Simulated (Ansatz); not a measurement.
# C3H3NSi: two geometries relaxed

Aim: relax the geometries before and after the shift of H7 from Si3 to C4, and see whether they are two minima and how far apart in energy. SMILES of the start: C#C[SiH2]C#N.

All numbers below are computed with Ansatz 0.2.0 (RKS r2SCAN/def2-SVP).

## Step 1: Starting point

Bond lengths: C1–C2 1.216 Å, C2–Si3 1.897 Å, Si3–C4 1.805 Å, C4–N5 1.212 Å, C1–H6 1.061 Å, Si3–H7 1.532 Å, Si3–H8 1.459 Å. Angles: C1–C2–Si3 177.5°, C2–C1–H6 172.5°, C2–Si3–C4 113.7°, C2–Si3–H7 106.1°, C2–Si3–H8 107.9°, C4–Si3–H7 109.7°, C4–Si3–H8 114.8°, H7–Si3–H8 103.9°, Si3–C4–N5 174.8°.

Structure file:

```xyz
8

C     0.6804    0.1210    2.2448
C     0.4361   -0.0614    1.0678
Si    0.1071   -0.4093   -0.7679
C    -1.1572    0.6553   -1.4926
N    -2.0759    1.2861   -1.9690
H     0.8010    0.3824    3.2655
H     1.4412   -0.1912   -1.4887
H    -0.1405   -1.8400   -0.9156
```

## Step 2: Relaxing end A

input.yaml reads:

```yaml
crystal:
  periodic: [false, false, false]
  atoms:
    - { symbol: C, position_ang: [0.6804, 0.121, 2.2448] }
    - { symbol: C, position_ang: [0.4361, -0.0614, 1.0678] }
    - { symbol: Si, position_ang: [0.1071, -0.4093, -0.7679] }
    - { symbol: C, position_ang: [-1.1572, 0.6553, -1.4926] }
    - { symbol: "N", position_ang: [-2.0759, 1.2861, -1.969] }
    - { symbol: H, position_ang: [0.801, 0.3824, 3.2655] }
    - { symbol: H, position_ang: [1.4412, -0.1912, -1.4887] }
    - { symbol: H, position_ang: [-0.1405, -1.84, -0.9156] }
basis:
  gaussian: { orbitals: def2-SVP }
hamiltonian:
  xc: r2scan
relax:
  f_tol: 0.02
  max_steps: 50
output:
  orbitals: {}
```

On the command line:

```sh
$ ansatz run input.yaml --threads 2 --pin off --max-ram 3072MiB --backend cpu --events-out ev --progress --plain --runs-dir out
```

Output (excerpt; [...] marks lines left out):

```text
Warning: RAYON_NUM_THREADS=2 ignored (pool sized by the plan → 2); use --threads N
[...]
Functional definition: r2SCAN
[...]
1016 factors; their error is unknown
[...]
mean field -12515.13435958 eV, -459.9227046520 hartree, gradient 3.3e-5 eV, S^2 0.000000; 0 other end points of the search recorded, 0 dependent functions left out
[...]
reference -12515.13436812 eV, -459.9227049657 hartree; 21, 21 occupied and 68, 68 virtual orbitals, 1016 factors
relax step   1: F+E_penalty+E_count = -12515.13435958 eV  Δ(F+E_penalty+E_count) = +0.000e0 eV  max|allowed force component| = 4.582e0 eV/Å  Δτ_max = 0.0000 Å  (29 SCF iters, accepted)
[...]
relax step   4: F+E_penalty+E_count = -12515.47139890 eV  Δ(F+E_penalty+E_count) = -9.327e-3 eV  max|allowed force component| = 2.666e-2 eV/Å  Δτ_max = 0.0334 Å  (30 SCF iters, accepted)
[...]
relax step   5: F+E_penalty+E_count = -12515.47148987 eV  Δ(F+E_penalty+E_count) = -9.097e-5 eV  max|allowed force component| = 1.592e-2 eV/Å  Δτ_max = 0.0066 Å  (31 SCF iters, accepted)
1016 factors; their error is unknown
[...]
mean field -12515.47148987 eV, -459.9350939615 hartree, gradient 2.0e-5 eV, S^2 0.000000; 1 other end points of the search recorded, 0 dependent functions left out
[...]
reference -12515.47149842 eV, -459.9350942755 hartree; 21, 21 occupied and 68, 68 virtual orbitals, 1016 factors
Total energy: -12515.47149842 eV, -459.9350942755 hartree
Atom 0 at     0.610665     0.178786     2.195818 Å, force     0.001848     0.003695     0.015630 eV/Å
Atom 1 at     0.445568    -0.070571     1.013050 Å, force    -0.003252    -0.002854    -0.015916 eV/Å
Atom 2 at     0.210043    -0.453861    -0.752200 Å, force     0.000049     0.000217    -0.000101 eV/Å
Atom 3 at    -1.152972     0.620304    -1.420682 Å, force     0.007930    -0.005570     0.005743 eV/Å
Atom 4 at    -2.004799     1.285613    -1.854296 Å, force    -0.006617     0.005880    -0.002403 eV/Å
Atom 5 at     0.754463     0.400551     3.239332 Å, force    -0.000822    -0.000425    -0.004005 eV/Å
Atom 6 at     1.436442    -0.150794    -1.534352 Å, force    -0.000598    -0.000946     0.000743 eV/Å
Atom 7 at    -0.207211    -1.867128    -0.942371 Å, force     0.001461     0.000003     0.000310 eV/Å
Dipole moment:     0.519735    -0.348757     0.431165 e Å
```

Run time: 8.1 s. Hardware: 2 threads of Intel Xeon Platinum 8488C (Sapphire Rapids), shared host; peak memory 0.16 GiB.

Relaxation path:

| step | energy from step 1 (eV) | largest force component (eV/Å) |
| --- | --- | --- |
| 1 | 0.0000 | 4.5822 |
| 2 | -0.2983 | 0.8325 |
| 3 | -0.3277 | 0.1908 |
| 4 | -0.3370 | 0.0267 |
| 5 | -0.3371 | 0.0159 |

Step 1 is the start.

After: Bond lengths: C1–C2 1.220 Å, C2–Si3 1.822 Å, Si3–C4 1.860 Å, C4–N5 1.165 Å, C1–H6 1.076 Å, Si3–H7 1.486 Å, Si3–H8 1.486 Å. Angles: C1–C2–Si3 179.5°, C2–C1–H6 179.9°, C2–Si3–C4 108.8°, C2–Si3–H7 111.1°, C2–Si3–H8 111.1°, C4–Si3–H7 107.3°, C4–Si3–H8 107.3°, H7–Si3–H8 111.0°, Si3–C4–N5 179.2°.

## Step 3: Relaxing end B

The second end starts from a geometry with the move made by hand.

Changes to input.yaml since step 2:

```diff
@@ -9,3 +9,3 @@
     - { symbol: H, position_ang: [0.801, 0.3824, 3.2655] }
-    - { symbol: H, position_ang: [1.4412, -0.1912, -1.4887] }
+    - { symbol: H, position_ang: [-0.20519, 1.1801, -1.57231] }
     - { symbol: H, position_ang: [-0.1405, -1.84, -0.9156] }
@@ -18,3 +18 @@
   max_steps: 50
-output:
-  orbitals: {}
```

On the command line:

```sh
$ ansatz run input.yaml --threads 2 --pin off --max-ram 3072MiB --backend cpu --events-out ev --progress --plain --runs-dir out
```

Output (excerpt; [...] marks lines left out):

```text
Warning: RAYON_NUM_THREADS=2 ignored (pool sized by the plan → 2); use --threads N
[...]
Functional definition: r2SCAN
[...]
1016 factors; their error is unknown
[...]
mean field -12511.48586422 eV, -459.7886249203 hartree, gradient 4.6e-5 eV, S^2 0.000000; 0 other end points of the search recorded, 0 dependent functions left out
[...]
reference -12511.48587251 eV, -459.7886252251 hartree; 21, 21 occupied and 68, 68 virtual orbitals, 1016 factors
relax step   1: F+E_penalty+E_count = -12511.48586422 eV  Δ(F+E_penalty+E_count) = +0.000e0 eV  max|allowed force component| = 5.014e0 eV/Å  Δτ_max = 0.0000 Å  (34 SCF iters, accepted)
[...]
relax step   3: F+E_penalty+E_count = -12512.72730077 eV  Δ(F+E_penalty+E_count) = -5.198e-1 eV  max|allowed force component| = 2.822e0 eV/Å  Δτ_max = 0.1947 Å  (40 SCF iters, accepted)
[...]
reference -12515.47150184 eV, -459.9350944014 hartree; 21, 21 occupied and 68, 68 virtual orbitals, 1016 factors
Total energy: -12515.47150184 eV, -459.9350944014 hartree
Atom 0 at     0.556549     0.216883     2.145518 Å, force     0.001251    -0.001257    -0.001029 eV/Å
Atom 1 at     0.334047     0.073289     0.954485 Å, force    -0.002164     0.000419    -0.006489 eV/Å
Atom 2 at     0.016100    -0.148393    -0.825636 Å, force     0.006630    -0.004099    -0.002390 eV/Å
Atom 3 at    -1.579725     0.702632    -1.258195 Å, force     0.001608     0.000594     0.005771 eV/Å
Atom 4 at    -2.577070     1.232219    -1.543133 Å, force    -0.003537     0.000999    -0.001755 eV/Å
Atom 5 at     0.751436     0.344402     3.196376 Å, force    -0.001813     0.000896     0.000481 eV/Å
Atom 6 at     1.087235     0.479715    -1.642662 Å, force    -0.006966    -0.009895     0.005032 eV/Å
Atom 7 at    -0.142763    -1.586547    -1.166063 Å, force     0.004992     0.012343     0.000380 eV/Å
Dipole moment:     0.613308    -0.285598     0.346245 e Å
```

Run time: 17 s. Hardware: 2 threads of Intel Xeon Platinum 8488C (Sapphire Rapids), shared host; peak memory 0.15 GiB.

Relaxation path:

| step | energy from step 1 (eV) | largest force component (eV/Å) |
| --- | --- | --- |
| 1 | 0.0000 | 5.0137 |
| 2 | -0.7217 | 3.3226 |
| 3 | -1.2414 | 2.8219 |
| 4 | -1.9733 | 2.7065 |
| 5 | -2.6418 | 3.1647 |
| 6 | -3.2710 | 2.3139 |
| 7 | -3.6677 | 0.8566 |
| 8 | -3.8651 | 0.4844 |
| 9 | -3.9614 | 0.3397 |
| 10 | -3.9851 | 0.0731 |
| 11 | -3.9856 | 0.0123 |

Step 1 is the start.

After: Bond lengths: C1–C2 1.220 Å, C2–Si3 1.822 Å, Si3–C4 1.860 Å, C4–N5 1.165 Å, C1–H6 1.076 Å, Si3–H7 1.486 Å, Si3–H8 1.486 Å. Angles: C1–C2–Si3 179.5°, C2–C1–H6 179.9°, C2–Si3–C4 108.7°, C2–Si3–H7 111.1°, C2–Si3–H8 111.1°, C4–Si3–H7 107.3°, C4–Si3–H8 107.3°, H7–Si3–H8 111.1°, Si3–C4–N5 179.3°.

Pairs that crossed the distance rule for bonds on the way: came closer Si3–H7; moved apart C4–H7.

## Step 4: Outcome

| quantity | value |
| --- | --- |
| end A | 4 moves, 0.337 eV lower |
| end B | 10 moves, 3.986 eV lower |
| largest difference between the ends | 0.00 Å |
| end B relative to end A | -0.000 eV |

**Reading.** Both starts fell into the same minimum (no atom differs by more than 0.00 Å), so from this start no second minimum was found and no band was run; another arrangement could still be one.
